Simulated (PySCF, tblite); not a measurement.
# Si₄N₂H₁₂: a rotation path, then NMR shifts on frames

How do NMR shifts of Si₄N₂H₁₂ (`[SiH3]N[SiH2]N([SiH3])[SiH3]`) change as the atoms move?

Programs: tblite 0.8.0 and PySCF 2.14.0, with density-fitted response routines of our own. Each step states its level of theory. These are calculated values for one molecule in the gas phase, unless marked as measured. Atoms are numbered from 0 throughout.

## 1. The molecule as given

18 atoms, charge 0, multiplicity 1; geometry from: GFN2-xTB.

Bonds of the start (Å): Si0–N1 1.73, N1–Si2 1.72, Si2–N3 1.74, N3–Si4 1.74, N3–Si5 1.74, Si0–H6 1.47, Si0–H7 1.46, Si0–H8 1.46, N1–H9 1.00, Si2–H10 1.46, Si2–H11 1.47, Si4–H12 1.46, Si4–H13 1.46, Si4–H14 1.47, Si5–H15 1.46, Si5–H16 1.47, Si5–H17 1.46.

## 2. The rotation path with GFN2-xTB

What the job is given:

```
{"job": {"kind": "neb", "xc": "GFN2-xTB", "basis": "xTB", "atoms": [1, 2, 3, 5], "turn": 120}, "charge": 0, "multiplicity": 1}
Si     3.195556    -0.210146    -0.014111
N      1.578553    -0.105055    -0.608525
Si     0.182184    -0.923583    -0.019048
N     -1.223374     0.022094    -0.421907
Si    -2.769004    -0.662752    -0.011486
Si    -1.061074     1.681566    -0.928782
H      3.642460    -1.606548     0.030856
H      3.247362     0.354998     1.335546
H      4.009256     0.563667    -0.952908
H      1.466385     0.338733    -1.503005
H      0.339537    -1.046967     1.431222
H      0.030077    -2.240837    -0.650598
H     -2.674851    -2.111753    -0.174500
H     -3.761346    -0.101017    -0.925310
H     -3.112921    -0.343550     1.378172
H     -2.409483     2.238233    -1.020076
H     -0.425612     1.713767    -2.253550
H     -0.262464     2.445468     0.031593
```

With the program's defaults for keys left out, this is: GFN2-xTB climbing-image nudged elastic band, gas phase.

Launch:

```bash
$ OMP_NUM_THREADS=1 python probes_run.py task.json out
```

One launch serves the whole session: the jobs run in the order shown.

Output:

```text
image   E - E0 / eV
  0       0.0000
  1       0.0069
  2       0.0245
  3       0.0385
  4       0.0363
  5       0.0260
  6       0.0199
  7       0.0167
  8       0.0029
```

Wall time 7.3 s (1 thread of Arm Neoverse N1, shared host); peak memory 0.18 GiB.

The final band, with the dihedral N1–Si2–N3–Si5:

```
image  dihedral (°)  energy (eV)  energy (kcal/mol)
    0           -15        0.000                0.0
    1             3        0.007                0.2
    2            22        0.025                0.6
    3            39        0.038                0.9
    4            54        0.036                0.8
    5            69        0.026                0.6
    6            84        0.020                0.5
    7           102        0.017                0.4
    8           115        0.003                0.1
```

## 3. Nuclear shieldings: image 0, PBE0/pcSseg-1

What the job is given:

```
{"job": {"kind": "nmr", "xc": "PBE0", "basis": "pcSseg-1", "pop": false}, "charge": 0, "multiplicity": 1}
Si     3.195600    -0.210100    -0.014100
N      1.578600    -0.105100    -0.608500
Si     0.182200    -0.923600    -0.019000
N     -1.223400     0.022100    -0.421900
Si    -2.769000    -0.662800    -0.011500
Si    -1.061100     1.681600    -0.928800
H      3.642500    -1.606500     0.030900
H      3.247400     0.355000     1.335500
H      4.009300     0.563700    -0.952900
H      1.466400     0.338700    -1.503000
H      0.339500    -1.047000     1.431200
H      0.030100    -2.240800    -0.650600
H     -2.674900    -2.111800    -0.174500
H     -3.761300    -0.101000    -0.925300
H     -3.112900    -0.343600     1.378200
H     -2.409500     2.238200    -1.020100
H     -0.425600     1.713800    -2.253600
H     -0.262500     2.445500     0.031600
```

With the program's defaults for keys left out, this is: GIAO PBE0/pcSseg-1 NMR shielding, non-relativistic, gas phase.

Output:

```text
coarse grid: 16064 points
cycle   1  E = -1273.9957137240  dE =  2.316e-01  |g| = 6.053e-01  |ddm| = 3.821e+00
cycle   2  E = -1273.8974780941  dE =  9.824e-02  |g| = 8.881e-01  |ddm| = 1.271e+00
cycle   3  E = -1274.0689610730  dE = -1.715e-01  |g| = 7.201e-02  |ddm| = 8.822e-01
cycle   4  E = -1274.0700694338  dE = -1.108e-03  |g| = 2.787e-02  |ddm| = 1.058e-01
cycle   5  E = -1274.0702044731  dE = -1.350e-04  |g| = 1.273e-02  |ddm| = 3.346e-02
cycle   6  E = -1274.0702382835  dE = -3.381e-05  |g| = 1.024e-03  |ddm| = 1.115e-02
cycle   7  E = -1274.0702385307  dE = -2.472e-07  |g| = 2.875e-04  |ddm| = 1.493e-03
final grid: 134152 points
cycle   8  E = -1274.0966913331  dE = -1.240e-05  |g| = 6.262e-03  |ddm| = 1.687e-02
cycle   9  E = -1274.0966798521  dE =  1.148e-05  |g| = 9.613e-03  |ddm| = 1.290e-02
cycle  10  E = -1274.0966993444  dE = -1.949e-05  |g| = 3.930e-04  |ddm| = 8.064e-03
cycle  11  E = -1274.0966993630  dE = -1.858e-08  |g| = 2.190e-04  |ddm| = 5.251e-04
cycle  12  E = -1274.0966993730  dE = -9.984e-09  |g| = 3.996e-05  |ddm| = 1.996e-04
cycle  13  E = -1274.0966993733  dE = -3.270e-10  |g| = 1.120e-05  |ddm| = 4.633e-05
converged SCF energy = -1274.0966993733

GIAO shielding tensors (ppm)
atom      isotropic    diamagn.    paramagn.     s11        s22        s33       span
  0 Si     408.381     879.516    -471.135    363.782    394.873    466.488    102.707
  1 N      262.092     327.750     -65.658    233.642    271.014    281.619     47.977
  2 Si     377.717     882.973    -505.256    349.952    365.872    417.327     67.376
  3 N      274.875     334.122     -59.247    260.691    273.501    290.434     29.743
  4 Si     403.706     879.974    -476.268    363.496    375.690    471.932    108.436
  5 Si     402.656     881.313    -478.657    366.801    377.103    464.064     97.263
  6 H       26.930      28.299      -1.369     22.940     25.201     32.649      9.709
  7 H       26.890      29.337      -2.447     22.899     25.669     32.101      9.202
  8 H       26.958      28.288      -1.331     23.601     25.167     32.105      8.505
  9 H       31.498      35.387      -3.889     22.090     30.436     41.970     19.881
 10 H       26.628      32.434      -5.806     22.648     25.819     31.417      8.769
 11 H       26.370      31.638      -5.268     22.302     25.498     31.311      9.009
 12 H       26.993      29.255      -2.262     23.518     25.566     31.895      8.377
 13 H       27.000      29.061      -2.060     23.257     25.509     32.234      8.978
 14 H       27.034      29.247      -2.213     23.125     24.925     33.052      9.927
 15 H       27.024      30.192      -3.168     23.429     25.961     31.682      8.253
 16 H       27.032      31.075      -4.044     23.167     25.410     32.518      9.351
 17 H       26.786      31.002      -4.216     23.250     25.317     31.790      8.541
```

Run time: 43 s. Hardware: 1 thread of Arm Neoverse N1, shared host; peak memory 0.85 GiB.

The references, computed at this level on geometries of the same kind, shield at (ppm): 1H TMS 31.72, 29Si TMS 349.2, 15N NH3 267.7. Their shielding less the atom's gives the shift. The references are single molecules in the gas phase, so shifts against H2O, NH3, PH3, H3PO4 or CFCl3 are not on the usual liquid scales and can be off by tens of ppm. Each atom is listed at this fixed geometry, with no averaging over motion; a spectrum would average atoms that exchange fast.

```
atoms                            environment  σ (ppm)  δ (ppm)
  H11    hydrogen on a silicon bonded to 2 N    26.37     5.35
  H10    hydrogen on a silicon bonded to 2 N    26.63     5.09
  H17      hydrogen on a silicon bonded to N    26.79     4.93
   H7      hydrogen on a silicon bonded to N    26.89     4.83
   H6      hydrogen on a silicon bonded to N    26.93     4.79
   H8      hydrogen on a silicon bonded to N    26.96     4.76
  H12      hydrogen on a silicon bonded to N    26.99     4.72
  H13      hydrogen on a silicon bonded to N    27.00     4.72
  H15      hydrogen on a silicon bonded to N    27.02     4.69
  H16      hydrogen on a silicon bonded to N    27.03     4.69
  H14      hydrogen on a silicon bonded to N    27.03     4.68
   H9  hydrogen on a nitrogen bonded to 2 Si    31.50     0.22
  Si2             silicon bonded to 2 N, 2 H    377.7    -28.6
  Si5               silicon bonded to N, 3 H    402.7    -53.5
  Si4               silicon bonded to N, 3 H    403.7    -54.5
  Si0               silicon bonded to N, 3 H    408.4    -59.2
   N1             nitrogen bonded to 2 Si, H    262.1      5.6
   N3                nitrogen bonded to 3 Si    274.9     -7.1
```

## 4. NMR shieldings: image 1, PBE0/pcSseg-1

What the job is given:

```
{"job": {"kind": "nmr", "xc": "PBE0", "basis": "pcSseg-1", "pop": false}, "charge": 0, "multiplicity": 1}
Si     3.178400    -0.209900     0.111800
N      1.593300    -0.048100    -0.553600
Si     0.185400    -0.962500    -0.167900
N     -1.224000     0.024600    -0.439100
Si    -2.737800    -0.608500     0.139800
Si    -1.089700     1.631900    -1.096500
H      3.665800    -1.583800    -0.048200
H      3.143600     0.124600     1.536700
H      4.014900     0.733200    -0.632200
H      1.517100     0.534200    -1.368700
H      0.295600    -1.327300     1.244300
H      0.080300    -2.155500    -1.021800
H     -2.688000    -2.065500     0.034400
H     -3.805200    -0.069600    -0.700400
H     -2.939600    -0.217200     1.538800
H     -2.426100     2.221600    -1.069400
H     -0.607500     1.540200    -2.482200
H     -0.165300     2.444000    -0.302300
```

Method: GIAO PBE0/pcSseg-1 NMR shielding, non-relativistic, gas phase.

Output:

```text
coarse grid: 16064 points
cycle   1  E = -1273.9935796336  dE =  2.322e-01  |g| = 6.073e-01  |ddm| = 3.823e+00
cycle   2  E = -1273.8952789279  dE =  9.830e-02  |g| = 8.899e-01  |ddm| = 1.279e+00
cycle   3  E = -1274.0673143917  dE = -1.720e-01  |g| = 7.238e-02  |ddm| = 8.893e-01
cycle   4  E = -1274.0684348901  dE = -1.120e-03  |g| = 2.795e-02  |ddm| = 1.069e-01
cycle   5  E = -1274.0685709848  dE = -1.361e-04  |g| = 1.272e-02  |ddm| = 3.395e-02
cycle   6  E = -1274.0686047486  dE = -3.376e-05  |g| = 1.045e-03  |ddm| = 1.129e-02
cycle   7  E = -1274.0686050065  dE = -2.579e-07  |g| = 2.921e-04  |ddm| = 1.515e-03
final grid: 134152 points
cycle   8  E = -1274.0953698674  dE = -1.304e-05  |g| = 6.096e-03  |ddm| = 1.807e-02
cycle   9  E = -1274.0953593418  dE =  1.053e-05  |g| = 9.274e-03  |ddm| = 1.256e-02
cycle  10  E = -1274.0953774193  dE = -1.808e-05  |g| = 3.962e-04  |ddm| = 7.794e-03
cycle  11  E = -1274.0953774404  dE = -2.110e-08  |g| = 2.083e-04  |ddm| = 5.538e-04
cycle  12  E = -1274.0953774493  dE = -8.967e-09  |g| = 4.295e-05  |ddm| = 1.929e-04
cycle  13  E = -1274.0953774497  dE = -3.793e-10  |g| = 1.204e-05  |ddm| = 5.166e-05
converged SCF energy = -1274.0953774497

GIAO shielding tensors (ppm)
atom      isotropic    diamagn.    paramagn.     s11        s22        s33       span
  0 Si     408.246     879.512    -471.266    363.487    394.566    466.683    103.196
  1 N      261.096     327.956     -66.861    230.935    269.307    283.045     52.110
  2 Si     379.451     882.941    -503.491    352.946    368.338    417.069     64.124
  3 N      277.936     334.256     -56.319    260.323    274.681    298.805     38.483
  4 Si     404.052     880.117    -476.066    361.343    382.159    468.653    107.310
  5 Si     403.326     881.386    -478.060    364.749    377.429    467.801    103.051
  6 H       26.908      28.241      -1.333     22.926     25.157     32.641      9.715
  7 H       26.885      29.406      -2.521     22.940     25.630     32.086      9.145
  8 H       26.934      28.316      -1.382     23.534     25.191     32.077      8.543
  9 H       31.698      35.384      -3.686     22.200     30.838     42.057     19.857
 10 H       26.681      32.514      -5.832     22.628     26.137     31.279      8.652
 11 H       26.369      31.277      -4.908     22.303     25.314     31.491      9.189
 12 H       27.048      29.187      -2.140     23.527     25.506     32.110      8.583
 13 H       27.016      29.098      -2.081     23.265     25.545     32.238      8.973
 14 H       27.007      29.503      -2.496     23.059     24.967     32.994      9.935
 15 H       27.000      30.191      -3.191     23.379     25.924     31.696      8.317
 16 H       26.971      30.717      -3.746     23.429     24.807     32.677      9.248
 17 H       26.727      31.292      -4.565     22.949     25.722     31.510      8.561
```

It took 42 s on 1 thread of Arm Neoverse N1, shared host; peak memory 0.92 GiB.

This run: δ Si2 -30.3, Si5 -54.2, Si4 -54.9, Si0 -59.1, H11 5.35, H10 5.04 ppm.

[end of part 1 of 2]
